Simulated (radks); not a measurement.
**S⁻ held by a Watson sphere**

An exercise on one series of results from a longer session: the logs are not shown, and one member is left open.

The numbers are computed with radks (a radial shooting solver on a logarithmic mesh, Libxc functionals) version 1 (scalar-relativistic Kohn-Sham, LDA (Slater exchange, Perdew-Wang correlation), spin-polarised, spherical densities, point nucleus; open shells are filled with parallel spins first), except any that are marked as measured or tabulated.

### The system

| Item | Value |
| --- | --- |
| element | sulfur (Z = 16) |
| charge | -1 |
| electrons | 17 |
| configuration | [Ne] 3s2 3p5 |

The outer shells:

S⁻
```
[Ne] core
3s [↑↓]
3p [↑↓][↑↓][↑ ]
```

Set-up of the first run:

Settings of this run:

```text
Z 16
configuration [Ne] 3s2 3p5
relativity scalar-relativistic
functional lda,pw
spin polarised
nucleus point
c 137.035999084
watson charge 1 radius 2.11 bohr
response adiabatic LDA kernel
```

Steps of the session up to this table: R = 2.11 bohr; R = 2.21 bohr; R = 2.28 bohr; R = 2.41 bohr; R = 2.43 bohr; R = 3.63 bohr; R = 3.65 bohr; R = 3.76 bohr; R = 4.46 bohr.

One table of the session follows, with a row left open; its other results are not shown here.

| R (bohr) | highest level (eV) | its <r> (bohr) | sum of <r²> (bohr²) | α (bohr³) |
| --- | --- | --- | --- | --- |
| 2.11 | -7.344 | 2.105 | 34.97 | 23.49 |
| 2.21 | -7.228 | 2.121 | 35.42 | 24.30 |
| 2.28 | ? | ? | ? | ? |
| 2.41 | -6.986 | 2.151 | 36.30 | 26.04 |
| 2.43 | -6.961 | 2.154 | 36.38 | 26.22 |
| 3.63 | -5.478 | 2.290 | 40.47 | 38.51 |
| 3.65 | -5.455 | 2.291 | 40.52 | 38.73 |
| 3.76 | -5.331 | 2.300 | 40.80 | 39.93 |
| 4.46 | -4.612 | 2.347 | 42.28 | 47.43 |

**Question.** Estimate the row for R (bohr) = 2.28.

Worked estimate for «highest level (eV)». A straight line through the neighbours (2.21, -7.228) and (2.41, -6.986) gives -7.228 + (-6.986 + 7.228) × (2.28 − 2.21) / (2.41 − 2.21) = -7.143; a parabola fitted to 4 rows on both sides gives -7.145.

**Answer.** highest level (eV): -7.145; its <r> (bohr): 2.131; sum of <r²> (bohr²): 35.73; α (bohr³): 24.89. In «highest level (eV)» the line misses by +0.002 and the parabola by 0.000.

What this shows: From R = 2.11 to 4.46 bohr the top level moves from -7.344 to -4.612 eV and its mean radius from 2.10 to 2.35 bohr. A wider sphere makes a shallower well, so the ion swells.
